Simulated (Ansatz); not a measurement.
# BaPtO3: the cost of one run

Program: the Python package of Ansatz 0.2.0. Level of theory: DFT r2SCAN, plane waves, PAW. These are calculated values, not measurements.

## (1) The system

BaPtO3 Pm-3m: Symmetry: Pm-3m, No. 221, cubic system. The conventional cell has a = 4.140 Å, b = 4.140 Å, c = 4.140 Å, α = 90.00°, β = 90.00°, γ = 90.00°. Ba (site symmetry m-3m) has 12 O at 2.93 Å as nearest neighbours. Pt (site symmetry m-3m) has 6 O at 2.07 Å as nearest neighbours. O (site symmetry 4/mmm) has 2 Pt at 2.07 Å and 4 Ba at 2.93 Å as nearest neighbours.

BaPtSe3 Pm-3m: It takes space group Pm-3m (No. 221, cubic). Conventional cell: a = 4.660 Å, b = 4.660 Å, c = 4.660 Å, α = 90.00°, β = 90.00°, γ = 90.00°. Ba (site symmetry m-3m) is surrounded by 12 Se at 3.30 Å. Pt (site symmetry m-3m) is surrounded by 6 Se at 2.33 Å. Se (site symmetry 4/mmm) has 2 Pt at 2.33 Å and 4 Ba at 3.30 Å as nearest neighbours.

BaTe3Pt Pm-3m: Symmetry: Pm-3m, No. 221, cubic system. Conventional cell: a = 4.820 Å, b = 4.820 Å, c = 4.820 Å, α = 90.00°, β = 90.00°, γ = 90.00°. Ba (site symmetry m-3m) is surrounded by 12 Te at 3.41 Å. Pt (site symmetry m-3m) has 6 Te at 2.41 Å as nearest neighbours. Around Te (site symmetry 4/mmm) lie 2 Pt at 2.41 Å and 4 Ba at 3.41 Å and 8 Te at 3.41 Å.

No structure file is read: the coordinates are typed or built in the script.

## (2) The code

File series_bapto3.py:

```python
"""Element substitution on the perovskite prototype."""

import ansatz as az
import matplotlib.pyplot as plt
import numpy as np
import pandas as pd


def perovskite(first, second, third, a):
    return (
        az.Lattice.cubic(a)
        .space_group(221)
        .atom(first, (0, 0, 0))
        .atom(second, (0.5, 0.5, 0.5))
        .atom(third, (0.5, 0.5, 0))
    )


def ground_state(name, crystal, relax=True):
    calc = (
        crystal.calculation()
        .functional("r2scan")
        .basis(300)
        .scf(tolerance=1e-06, max_iterations=60)
        .kpoints(spacing=0.26)
        .occupations("gaussian", width=0.05)
        .stress()
        .band_table()
    )
    if relax:
        calc = calc.relax(force_tolerance=0.01, cell=True)
    return calc.run(threads=1, backend="cpu")

def bulk_modulus(name, outcome, step=0.01):
    # B = -V dP/dV from the pressures of two uniformly scaled cells, atoms held at their fractions
    pressure = []
    for factor in (1 - step, 1.0, 1 + step):
        cell = az.Crystal(lattice=az.Lattice.of(outcome.lattice.cell_ang * factor ** (1 / 3)))
        for site in outcome.report["lattice"]["sites"]:
            cell = cell.atom(site["symbol"], site["position_frac"])
        pressure.append(np.trace(ground_state(name, cell, relax=False).report["stress_gpa"]) / 3)
    slope, bend = (pressure[0] - pressure[2]) / (2 * step), abs(pressure[0] + pressure[2] - 2 * pressure[1])
    # a jump of mesh or basis between the cells shows as a kink: no modulus then
    return float(slope) if bend < 12 * step**2 * abs(slope) + 0.15 and abs(pressure[1]) < 1.5 else float("nan")

def relaxed_twice(name, crystal):
    # the second pass draws mesh and plane waves anew for the relaxed cell
    first = ground_state(name, crystal)
    again = az.Crystal(lattice=az.Lattice.of(first.lattice.cell_ang))
    for site in first.report["lattice"]["sites"]:
        again = again.atom(site["symbol"], site["position_frac"])
    return ground_state(name, again)


def volume_per_atom(outcome):
    return abs(np.linalg.det(outcome.lattice.cell_ang)) / len(outcome.lattice.sites)


def main() -> None:
    # rough a for each member; the cell is relaxed
    phases = {}
    phases["BaPtO3"] = perovskite("Ba", "Pt", "O", 4.14)
    phases["BaPtSe3"] = perovskite("Ba", "Pt", "Se", 4.66)
    phases["BaTe3Pt"] = perovskite("Ba", "Pt", "Te", 4.82)

    done = {}
    for name, crystal in phases.items():
        try:
            done[name] = relaxed_twice(name, crystal)
        except az.NonConvergedError as error:
            print(name, "did not converge:", str(error)[:120])

    rows = [(name, float(np.linalg.norm(o.lattice.cell_ang[0])), volume_per_atom(o), bulk_modulus(name, o)) for name, o in done.items()]
    print(pd.DataFrame(rows, columns=["compound", "a (A)", "V (A^3/atom)", "B (GPa)"]).round(4).to_string(index=False))
    plt.figure(figsize=(4.5, 3))
    plt.bar([row[0] for row in rows], [row[1] for row in rows])
    plt.ylabel("a (A)")
    plt.tight_layout()
    plt.savefig("series.png", dpi=100)


if __name__ == "__main__":
    main()
```

## (3) What the engine is handed

The engine receives this input (first run):

```yaml
crystal:
  lattice:
    bravais: cubic
    a: 4.14
  space_group: 221
  atoms:
    - { symbol: Ba, position: [0.0, 0.0, 0.0] }
    - { symbol: Pt, position: [0.5, 0.5, 0.5] }
    - { symbol: O, position: [0.5, 0.5, 0.0] }
basis:
  ecutwfc: 300.0
kpoints:
  mp_grid:
    kspacing: 0.26
hamiltonian:
  xc: r2scan
scf:
  max_iter: 60
  convergence:
    dr2_threshold: 1.0e-06
  occupations:
    method: gaussian
    width: 0.05
relax:
  f_tol: 0.01
  cell: {}
output:
  stress: true
  eigenvalues: true
```

## (4) The run

Run with:

```console
$ python series_bapto3.py
```

What time and memory should one allow on 1 thread of Arm Neoverse V2, shared host?

About 4.8 min, with a peak of 0.74 GiB.
